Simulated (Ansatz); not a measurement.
**CH₂O₂Si (SMILES O=C[SiH]=O): a short trajectory**

The task is to watch the atoms for 60 steps of 1.0 fs, started with velocities for 1500 K and run with a Langevin thermostat.

Program: Ansatz 0.2.0, Gaussian basis. Level of theory: BLYP-D4/cc-pVDZ. These are calculated values, not measurements.

**1. Starting geometry**

SMILES `O=C[SiH]=O`, 6 atoms, charge 0, spin multiplicity 1.

Atoms are counted from 1 here; the program's logs count them from 0.

Bond lengths: O1–C2 1.204 Å, C2–Si3 1.927 Å, C2–H5 1.113 Å, Si3–O4 1.505 Å, Si3–H6 1.451 Å. Angles: O1–C2–Si3 124.7°, O1–C2–H5 119.6°, Si3–C2–H5 115.7°, C2–Si3–O4 120.4°, C2–Si3–H6 108.9°, O4–Si3–H6 130.7°.

As a file:

```xyz
6
charge 0, multiplicity 1
O    -0.6199    1.7727   -0.4352
C    -0.2004    0.6705   -0.6780
Si    0.2040   -0.6677    0.6488
O     0.7435   -2.0106    0.2370
H    -0.0242    0.3699   -1.7350
H    -0.1031   -0.1346    1.9625
```

**2. Dynamics**

Contents of md/in.yaml:

```yaml
crystal:
  periodic: [false, false, false]
  atoms:
    - {symbol: O, position_ang: [-0.619880, 1.772650, -0.435200]}
    - {symbol: C, position_ang: [-0.200410, 0.670480, -0.678040]}
    - {symbol: Si, position_ang: [0.204040, -0.667750, 0.648780]}
    - {symbol: O, position_ang: [0.743530, -2.010610, 0.237010]}
    - {symbol: H, position_ang: [-0.024230, 0.369850, -1.735030]}
    - {symbol: H, position_ang: [-0.103050, -0.134630, 1.962480]}
basis:
  gaussian: {orbitals: cc-pVDZ}
hamiltonian: {xc: {name: BLYP}, dispersion: d4}
md: {n_steps: 60, timestep: 1.0, temperature: 1500, ensemble: nvt_langevin, seed: 127, friction: 0.05, initial_velocities: maxwell_boltzmann}
```

The run is started by

```console
$ ansatz run in.yaml --threads 1 --pin off --events-out ev --progress --plain --max-ram 4352MiB
```

What does the calculation give? Wanted: temperature at the start; mean temperature, second half; lowest and highest potential energy, from the first frame; largest change of potential + kinetic.

The runs gave:

```
                                                 quantity              value
                                                   length  60 steps, 60.0 fs
                                 temperature at the start             1250 K
                            mean temperature, second half             1129 K
lowest and highest potential energy, from the first frame    -15 and 817 meV
                    largest change of potential + kinetic          889.8 meV
```

The thermostat trades energy with the molecule, so the sum of potential and kinetic energy isn't conserved: it changes by +212 meV over the run. The mean temperature of the second half is still well below the 1500 K set. With 6 atoms the instant temperature spans 547 to 1775 K. The bonding pattern stays as it was. Under Langevin the temperature counts 3N degrees of freedom, more than the drawn velocities fill, so it starts at 1250 K, not 1500 K.
